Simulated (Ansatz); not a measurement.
# FGeH₇N₂OSi: one species, many methods

One table from this session's results is given with a row withheld; the runs are named, their logs left out.

Method: functionals in def2-TZVPP, the program's frozen cores in correlated methods; program: Ansatz 0.2.0, Gaussian basis.

The runs, in order: PBE-D4, r2SCAN-D4, PBE0-D4, B3LYP-D4, ωB97X-V, ωB97M-V, B2PLYP; CCSD(T)/def2-TZVPP; MP2/def2-QZVPP; extrapolation to the limit.

### The relaxed structure

An earlier PBE0-D4 in a triple-zeta def2 set relaxation fixed the geometry.

13 atoms, charge 0, spin multiplicity 1.

Atoms are counted from 1 here; the program's logs count them from 0.

Bond lengths: N1–Ge2 1.837 Å, N1–H7 1.010 Å, N1–H8 1.010 Å, Ge2–O3 1.776 Å, Ge2–H9 1.534 Å, Ge2–H10 1.534 Å, O3–Si4 1.621 Å, Si4–N5 1.694 Å, Si4–F6 1.598 Å, Si4–H11 1.477 Å, N5–H12 1.005 Å, N5–H13 1.010 Å. Angles: Ge2–N1–H7 115.6°, Ge2–N1–H8 114.4°, H7–N1–H8 109.2°, N1–Ge2–O3 107.0°, N1–Ge2–H9 108.2°, N1–Ge2–H10 113.0°, O3–Ge2–H9 109.8°, O3–Ge2–H10 103.8°, H9–Ge2–H10 114.6°, Ge2–O3–Si4 132.3°, O3–Si4–N5 108.6°, O3–Si4–F6 111.2°, O3–Si4–H11 108.0°, N5–Si4–F6 107.7°, N5–Si4–H11 117.2°, F6–Si4–H11 104.1°, Si4–N5–H12 123.9°, Si4–N5–H13 119.1° and more.

The first run:

Input file in.yaml:

```yaml
crystal:
  periodic: [false, false, false]
  atoms:
    - {symbol: N, position_ang: [0.740592, 1.614012, 0.785708]}
    - {symbol: Ge, position_ang: [-0.343079, 1.447970, -0.688037]}
    - {symbol: O, position_ang: [-0.090815, -0.184802, -1.338348]}
    - {symbol: Si, position_ang: [-0.176121, -1.654136, -0.659344]}
    - {symbol: N, position_ang: [0.020054, -1.486681, 1.015315]}
    - {symbol: F, position_ang: [-1.601932, -2.328006, -0.915868]}
    - {symbol: H, position_ang: [1.640767, 2.040552, 0.619950]}
    - {symbol: H, position_ang: [0.302198, 2.061146, 1.578259]}
    - {symbol: H, position_ang: [-1.799103, 1.607503, -0.232842]}
    - {symbol: H, position_ang: [0.069631, 2.370156, -1.842486]}
    - {symbol: H, position_ang: [0.773358, -2.539079, -1.364785]}
    - {symbol: H, position_ang: [-0.091114, -2.240141, 1.670814]}
    - {symbol: H, position_ang: [0.555565, -0.708485, 1.371662]}
basis:
  gaussian: {orbitals: def2-TZVPP}
hamiltonian: {xc: pbe, dispersion: d4}
output: {forces: true, orbitals: {seedname: orbitals}}
```

Run with:

```bash
$ ansatz run in.yaml --threads 2 --pin off --events-out ev --progress --plain --max-ram 22528MiB --backend cuda --devices 0, --max-vram 18GiB
```

Among the steps run: PBE-D4 (GGA); r2SCAN-D4 (meta-GGA); PBE0-D4 (hybrid); B3LYP-D4 (hybrid); ωB97X-V (range-separated); ωB97M-V (range-separated); B2PLYP (double hybrid); CCSD(T) in def2-TZVPP; MP2 in def2-QZVPP.

One of the session's tables, all rows but one given; the rest of the session is left out.

```
            method  atomisation energy (kcal/mol)
            PBE-D4                              ?
         r2SCAN-D4                         1102.9
           PBE0-D4                         1093.1
          B3LYP-D4                         1104.8
           ωB97X-V                         1114.4
           ωB97M-V                         1109.4
            B2PLYP                         1094.8
     HF/def2-TZVPP                          770.4
    MP2/def2-TZVPP                         1098.5
   CCSD/def2-TZVPP                         1062.4
CCSD(T)/def2-TZVPP                         1079.2
           MP2/CBS                         1133.1
       CCSD(T)/CBS                         1113.8
```

Q: Estimate the row for PBE-D4 from the others.

The run gave: atomisation energy (kcal/mol): 1115.7. In the column «atomisation energy (kcal/mol)» it lies between ωB97X-V (1114.4) and MP2/CBS (1133.1).

Limits of these values: Free atoms (2 N, 1 Ge, 1 O, 1 Si, 1 F, 7 H) were run apart at each level; the atomisation energy is their sum less the molecule, without zero-point or spin-orbit terms.
